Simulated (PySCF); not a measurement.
# C2H8FNSi: the cost of one run

Programs: PySCF 2.14.0, with density-fitted response routines of our own. Each step states its level of theory. These are calculated values for one molecule in the gas phase, unless marked as measured. Atoms count from 0, in the outputs and in this text.

## (1) Starting geometry

13 atoms, charge 0, multiplicity 1; geometry from: PBE0-D3(BJ)/def2-SVP.

Bonds of the start (Å): C0–C1 1.51, C1–F2 1.40, C1–Si3 1.91, Si3–N4 1.73, C0–H5 1.10, C0–H6 1.10, C0–H7 1.10, C1–H8 1.11, Si3–H9 1.50, Si3–H10 1.50, N4–H11 1.01, N4–H12 1.02.

## (2) Core-electron binding energies: SCAN, X2C

What the job is given:

```
{"job": {"kind": "xps"}, "charge": 0, "multiplicity": 1}
C      1.342455    -0.301808     0.639277
C      0.643373     0.234039    -0.587492
F      0.662446     1.636438    -0.545273
Si    -1.202232    -0.221341    -0.716190
N     -1.934969     0.538163     0.656558
H      1.404350    -1.400149     0.594561
H      0.791909    -0.028176     1.551668
H      2.365111     0.100449     0.709458
H      1.189422    -0.068241    -1.499976
H     -1.415072    -1.698492    -0.619553
H     -1.682569     0.228854    -2.064957
H     -2.904764     0.356175     0.888585
H     -1.712125     1.518684     0.799998
```

Method: delta-SCF UKS SCAN, pcX-2 on the ionised atom, pcseg-1 elsewhere, spin-free X2C.

Run with:

```bash
$ OMP_NUM_THREADS=1 python probes_run.py task.json out
```

One launch serves the whole session: the jobs run in the order shown.

Q: Estimate the wall time and peak memory of this first job on 1 thread of AMD EPYC 9R45, shared host.

About 15 s, with a peak of 0.53 GiB.
